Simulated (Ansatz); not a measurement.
# SiH3Br (singlet): B2PLYP, RKS PBE0, RPA-PBE over a scan of the distance Br1–H2 along a hydrogen transfer, cc-pVTZ

One table from this session's results is given with a row withheld; the runs are named, their logs left out.

The runs use Ansatz 0.2.0, Gaussian basis; cc-pVTZ, all electrons in the functionals, frozen cores in the correlation of double hybrids and RPA.

Plan: B2PLYP, RKS PBE0, RPA-PBE, at 1.421 Å; 1.482 Å; 1.604 Å; 1.727 Å; 1.849 Å.

## The system

The geometry derives from fragments relaxed apart (PBE0/def2-TZVP) and kept rigid, so it is no stationary point. A hydrogen atom is moved between rigid fragments. No spin-orbit coupling is included. The filled d shell of Br may be among the frozen orbitals whatever the setting's name suggests; the logs give the count.

5 atoms, charge 0, spin multiplicity 1.

Atoms are counted from 1 here; the program's logs count them from 0.

Bond lengths: Br1–H2 1.421 Å, Si3–H4 1.526 Å, Si3–H5 1.526 Å. Angles: H4–Si3–H5 91.2°.

As a file:

```xyz
5
BrH3Si
Br   -0.91583    0.01588    0.00000
H     0.50477    0.01588    0.00000
Si    2.37317    0.01588    0.00000
H     2.98535   -0.85841    1.09001
H     2.98535   -0.85841   -1.09001
```

No dispersion term is added.

The geometry shown and the zero of energy belong to the point 1.421 Å. The yardstick, UCCSD(T), and other wave-function levels (R restricted, U unrestricted, valence and pair active spaces) come from earlier runs.

Set-up of the first run:

Input file in.yaml:

```yaml
crystal:
  periodic: [false, false, false]
  atoms:
    - {symbol: Br, position_ang: [-0.915831, 0.015876, 0.000000]}
    - {symbol: H, position_ang: [0.504769, 0.015876, 0.000000]}
    - {symbol: Si, position_ang: [2.373169, 0.015876, 0.000000]}
    - {symbol: H, position_ang: [2.985350, -0.858408, 1.090012]}
    - {symbol: H, position_ang: [2.985350, -0.858408, -1.090012]}
basis:
  gaussian: {orbitals: cc-pVTZ}
magnetization: {spin_polarized: true, initial_magnetization: 0}
hamiltonian: {xc: {name: B2PLYP}}
correlation: {electrons: outside_noble_gas}
```

Started as:

```console
> ansatz run in.yaml --threads 1 --pin off --events-out ev --progress --plain --max-ram 2816MiB --backend cpu
```

Among the steps run: B2PLYP, 1.421 Å; B2PLYP, 1.482 Å; B2PLYP, 1.604 Å; B2PLYP, 1.727 Å; B2PLYP, 1.849 Å; RKS PBE0, 1.421 Å; RKS PBE0, 1.482 Å; RKS PBE0, 1.604 Å; RKS PBE0, 1.727 Å; RKS PBE0, 1.849 Å; RPA-PBE, 1.421 Å; RPA-PBE, 1.482 Å; RPA-PBE, 1.604 Å; RPA-PBE, 1.727 Å; RPA-PBE, 1.849 Å.

One of the session's tables, all rows but one given; the rest of the session is left out.

```
   level  1.482 Å  1.604 Å  1.727 Å  1.849 Å
UCCSD(T)    0.003    0.144    0.346    0.579
  B2PLYP        ?        ?        ?        ?
RKS PBE0   -0.036    0.035    0.226    0.548
 RPA-PBE   -0.019    0.054    0.200    0.463
```

Estimate the missing values for B2PLYP.

As computed: 1.482 Å: -0.007; 1.604 Å: 0.103; 1.727 Å: 0.260; 1.849 Å: 0.469. In the column «1.482 Å» it lies between RPA-PBE (-0.019) and UCCSD(T) (0.003).

Caveats from the session: The determinant is far from a pure spin state, so its energy mixes those of several spin states (harmless only where they are near-degenerate, as at dissociation). Energies in eV, counted from 1.421 Å; blanks weren't run or aren't comparable. The yardstick itself may be off where one determinant is a poor start.
